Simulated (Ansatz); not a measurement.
# CH4CdO2: a ladder of functionals and wavefunction methods

How much do the methods differ for CH4CdO2? The plan is to run it at one geometry with functionals of several rungs and with coupled cluster. The yardstick is the atomisation energy at the CCSD(T) limit.

Method: functionals in def2-TZVPP, the program's frozen cores in correlated methods; program: Ansatz 0.2.0, Gaussian basis.

Plan: LDA (SPW92), PBE-D4, revPBE-D4, BLYP-D4, r2SCAN-D4, B97M-V, PBE0-D4, B3LYP-D4, r2SCANh-D4, r2SCAN0-D4, HSE06-D4, BHLYP-D4, CAM-B3LYP-D4, LC-ωPBE, ωB97X-V, ωB97M-V, B2PLYP, PBE-QIDH; CCSD(T)/def2-SVP; CCSD(T)/def2-TZVPP; MP2/def2-QZVPP; extrapolation to the limit; RPA on PBE.

## 1. The relaxed structure

The geometry comes from an earlier relaxation with PBE0-D4 in a triple-zeta def2 set; it is a stationary point, not always the lowest conformer. Cd takes the def2 core potential; no spin-orbit term is included.

SMILES `C[O][Cd][OH]`, 8 atoms, charge 0, spin multiplicity 1.

Atoms are counted from 1 here; the program's logs count them from 0.

Bond lengths: C1–O2 1.400 Å, C1–H5 1.100 Å, C1–H6 1.100 Å, C1–H7 1.097 Å, O2–Cd3 1.959 Å, Cd3–O4 1.958 Å, O4–H8 0.960 Å. Angles: O2–C1–H5 113.3°, O2–C1–H6 113.3°, O2–C1–H7 108.2°, H5–C1–H6 107.6°, H5–C1–H7 107.1°, H6–C1–H7 107.1°, C1–O2–Cd3 122.1°, O2–Cd3–O4 174.3°, Cd3–O4–H8 112.3°.

Geometry (Å):

```xyz
8
charge 0, multiplicity 1
C     0.6442    1.5057    0.0020
O     0.2837    0.4971    0.9033
Cd   -0.3796   -1.2459    0.3034
O    -0.9354   -3.0671   -0.1532
H    -0.1919    1.8462   -0.6263
H     1.4667    1.2168   -0.6685
H     0.9877    2.3729    0.5789
H    -1.8753   -3.1257   -0.3397
```

## 2. LDA

This LDA is Slater exchange with PW92 correlation.

The input, in.yaml:

```yaml
crystal:
  periodic: [false, false, false]
  atoms:
    - {symbol: C, position_ang: [0.644213, 1.505705, 0.002007]}
    - {symbol: O, position_ang: [0.283695, 0.497104, 0.903323]}
    - {symbol: Cd, position_ang: [-0.379595, -1.245905, 0.303400]}
    - {symbol: O, position_ang: [-0.935429, -3.067115, -0.153244]}
    - {symbol: H, position_ang: [-0.191945, 1.846232, -0.626274]}
    - {symbol: H, position_ang: [1.466669, 1.216810, -0.668496]}
    - {symbol: H, position_ang: [0.987707, 2.372890, 0.578949]}
    - {symbol: H, position_ang: [-1.875316, -3.125731, -0.339675]}
basis:
  gaussian: {orbitals: def2-TZVPP}
hamiltonian: {xc: lda}
output: {orbitals: {seedname: orbitals}}
```

The run is started by

```sh
$ ansatz run in.yaml --threads 4 --pin off --events-out ev --progress --plain --max-ram 10444MiB
```

After this run come: PBE-D4 (GGA); revPBE-D4 (GGA); BLYP-D4 (GGA); r2SCAN-D4 (meta-GGA); B97M-V (meta-GGA); PBE0-D4 (hybrid); B3LYP-D4 (hybrid); r2SCANh-D4 (hybrid); r2SCAN0-D4 (hybrid); HSE06-D4 (hybrid); BHLYP-D4 (hybrid); CAM-B3LYP-D4 (range-separated); LC-ωPBE (range-separated); ωB97X-V (range-separated); ωB97M-V (range-separated); B2PLYP (double hybrid); PBE-QIDH (double hybrid); CCSD(T) in def2-SVP; CCSD(T) in def2-TZVPP; MP2 in def2-QZVPP; RPA on PBE orbitals.

Before running them: what should the planned runs give, taken together? Wanted: atomisation energy, CCSD(T)/CBS; farthest beyond LDA; mean size of error, GGA; mean size of error, meta-GGA; mean size of error, hybrid; mean size of error, range-separated; mean size of error, double hybrid; gap, smallest and largest; T1 diagnostic.

The runs gave:

```
                               quantity                                               value
        atomisation energy, CCSD(T)/CBS                                           26.459 eV
    functionals within 0.132 eV (0.5 %)  BLYP-D4, r2SCAN-D4, CAM-B3LYP-D4, ωB97X-V, ωB97M-V
                    farthest beyond LDA                                BHLYP-D4 (-1.543 eV)
                mean size of error, GGA                                            0.326 eV
           mean size of error, meta-GGA                                            0.163 eV
             mean size of error, hybrid                                            0.578 eV
    mean size of error, range-separated                                            0.052 eV
      mean size of error, double hybrid                                            0.506 eV
              gap, smallest and largest           3.39 eV (LDA (SPW92)), 10.76 eV (LC-ωPBE)
                          T1 diagnostic                                              0.0171
triples share of the correlation energy                                               3.2 %
```

LDA overbinds by 4.569 eV (17 %). PBE-D4 is off by +0.571 eV. Double hybrids carry the basis error of their MP2 part in triple zeta, and no dispersion term here, so their miss is partly the set-up's. By mean error the best rung here is range-separated (0.052 eV) and the worst beyond LDA is hybrid (0.578 eV). The mean of the hybrids holds BHLYP, with half exact exchange. The reference freezes the cores and leaves out spin-orbit coupling and excitations past (T), so misses under about 0.132 eV can't be ranked. All levels share the lack of spin-orbit coupling, which lowers the free heavy atoms and so the true binding. Hartree-Fock recovers 66 % of the binding; the rest is correlation. CCSD(T) in def2-SVP is off by -1.858 eV, more than most functionals: a good method in a small basis is no reference. Orbital gaps span 3.4 to 10.8 eV; exact exchange widens them. Correlated methods include outer-core shells of Cd, which these sets cover unevenly.
